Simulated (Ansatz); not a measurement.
This script for the Ansatz DFT code, driven from Python starts 6 runs on C3H7BO, SMILES C=CB(C)O. What input does the engine get in each?

Script `c3h7bo_methods.py`:
```python
"""One geometry of C3H7BO, method by method."""

from pathlib import Path

import ansatz as az
import numpy as np

GEOMETRY = """
C    -1.62110    1.29130    0.18240
C    -1.08730    0.13450    0.12380
B     0.41830   -0.02880   -0.18510
C     1.16350   -1.47380   -0.22230
O     1.29600    1.13230   -0.43360
H    -2.73230    1.42600    0.37690
H    -1.08050    2.25280    0.00830
H    -1.64210   -0.73570    0.29000
H     0.95680   -1.96460    0.80600
H     2.17560   -1.41210   -0.42150
H     0.57950   -2.08330   -0.98660
H     1.65060    1.40610    0.49560
"""

geometry = az.Crystal.molecule()
for line in GEOMETRY.strip().splitlines():
    symbol, *xyz = line.split()
    geometry = geometry.atom(symbol, [float(v) for v in xyz])

base = geometry.calculation().basis(gaussian="cc-pVDZ")

print("functional    E (Ha)        dipole (D)   HOMO (eV)  LUMO (eV)")
for name in ["r2scan0", "hf", "lda", "hse06", "blyp", "cam_b3lyp"]:
    r = base.functional(name).forces().orbitals().run(runs_dir="runs").report
    lines = Path(r["orbitals_path"]).read_text().splitlines()
    field_of = lambda key: [line.split("=")[1].strip() for line in lines if line.startswith(key)]
    orbitals = [(27.211386 * float(e), s, float(n)) for e, s, n in zip(field_of("Ene="), field_of("Spin="), field_of("Occup="))]
    homo = max(e for e, _, n in orbitals if n > 0.5)
    lumo = min(e for e, _, n in orbitals if n < 0.5)
    dipole = 4.803205 * np.linalg.norm(r["charge_distribution"]["dipole_moment_e_ang"])
    print(f"{name:10s} {r['free_energy_ev'] / 27.211386246:14.6f} {dipole:9.3f} {homo:11.3f} {lumo:10.3f}")
```

Run 1:
```yaml
crystal:
  periodic: [false, false, false]
  atoms:
    - { symbol: C, position_ang: [-1.6211, 1.2913, 0.1824] }
    - { symbol: C, position_ang: [-1.0873, 0.1345, 0.1238] }
    - { symbol: B, position_ang: [0.4183, -0.0288, -0.1851] }
    - { symbol: C, position_ang: [1.1635, -1.4738, -0.2223] }
    - { symbol: O, position_ang: [1.296, 1.1323, -0.4336] }
    - { symbol: H, position_ang: [-2.7323, 1.426, 0.3769] }
    - { symbol: H, position_ang: [-1.0805, 2.2528, 0.0083] }
    - { symbol: H, position_ang: [-1.6421, -0.7357, 0.29] }
    - { symbol: H, position_ang: [0.9568, -1.9646, 0.806] }
    - { symbol: H, position_ang: [2.1756, -1.4121, -0.4215] }
    - { symbol: H, position_ang: [0.5795, -2.0833, -0.9866] }
    - { symbol: H, position_ang: [1.6506, 1.4061, 0.4956] }
basis:
  gaussian:
    orbitals: cc-pVDZ
hamiltonian:
  xc: r2scan0
output:
  orbitals: {}
  forces: true
```

Run 2, against run 1:
```diff
-  xc: r2scan0
+  xc: hf
```

Run 3, against run 1:
```diff
-  xc: r2scan0
+  xc: lda
```

Run 4, against run 1:
```diff
-  xc: r2scan0
+  xc: hse06
```

Run 5, against run 1:
```diff
-  xc: r2scan0
+  xc: blyp
```

Run 6, against run 1:
```diff
-  xc: r2scan0
+  xc: cam_b3lyp
```

Running `python c3h7bo_methods.py` prints:
```text
functional    E (Ha)        dipole (D)   HOMO (eV)  LUMO (eV)
r2scan0       -218.461366     1.707      -7.558     -0.975
hf            -217.244521     1.819     -10.867      2.777
lda           -216.647669     1.646      -5.807     -2.293
hse06         -218.336302     1.669      -6.906     -1.494
blyp          -218.509632     1.554      -5.568     -1.896
cam_b3lyp     -218.493112     1.671      -8.761      0.102
```

Notes:
- Total energies depend on the basis set; only differences at equal settings carry meaning.
- The geometry is a force-field or estimated start, not a minimum of this method, and the basis set is short of its limit. A lower total doesn't mark the better method: functionals have no common bound, and MP2 and coupled cluster aren't variational.
- Levels such as HOMO and LUMO are orbital energies: with these approximate functionals they aren't the ionisation energy and electron affinity, and their gap isn't the fundamental gap.
- hse06 follows the composition of plane-wave codes, whose totals differ by tens of mHa, up to about 0.1 Ha, from the form usual in Gaussian-basis programs (wpbeh).
- The whole script took 24 s on 1 thread of Intel(R) Xeon(R) Processor @ 2.30GHz, with other jobs on the host, peak memory 0.33 GiB.
